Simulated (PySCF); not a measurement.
# C4H7FSi: the cost of one run

Programs: PySCF 2.14.0, with density-fitted response routines of our own. Each step states its level of theory. These are calculated values for one molecule in the gas phase, unless marked as measured. Atoms are numbered from 0 throughout.

## Step 1: Starting geometry

13 atoms, charge 0, multiplicity 1; geometry from: PBE0-D3(BJ)/def2-SVP.

Bonds of the start (Å): F0–C1 1.39, C1–C2 1.53, C2–C3 1.51, C3–C4 1.34, C4–Si5 1.87, Si5–C1 1.92, C1–H6 1.10, C2–H7 1.10, C2–H8 1.11, C3–H9 1.10, C4–H10 1.09, Si5–H11 1.50, Si5–H12 1.49.

## Step 2: Nuclear shieldings: PBE0/pcSseg-1

What the job is given:

```
{"job": {"kind": "nmr", "xc": "PBE0", "basis": "pcSseg-1", "pop": false}, "charge": 0, "multiplicity": 1}
F      0.607822    -1.809571    -1.065560
C      0.622661    -1.061208     0.108023
C      1.211793     0.318108    -0.192795
C      0.114212     1.302690    -0.505336
C     -1.155375     0.996173    -0.188526
Si    -1.200346    -0.696482     0.593294
H      1.229796    -1.609726     0.846057
H      1.931153     0.223900    -1.024080
H      1.794070     0.684890     0.672364
H      0.390954     2.266053    -0.952597
H     -1.970599     1.701126    -0.370526
H     -1.418765    -0.653407     2.074598
H     -2.152301    -1.678772    -0.002182
```

With the program's defaults for keys left out, this is: GIAO PBE0/pcSseg-1 NMR shielding, non-relativistic, gas phase.

Run with:

```
$ OMP_NUM_THREADS=1 python probes_run.py task.json out
```

The driver reads the jobs from task.json and runs them one after another.

**Question.** How long does this first job take on 1 thread of AMD EPYC 9R45, shared host, and how much memory does it need?

About 7.2 s, with a peak of 0.76 GiB.
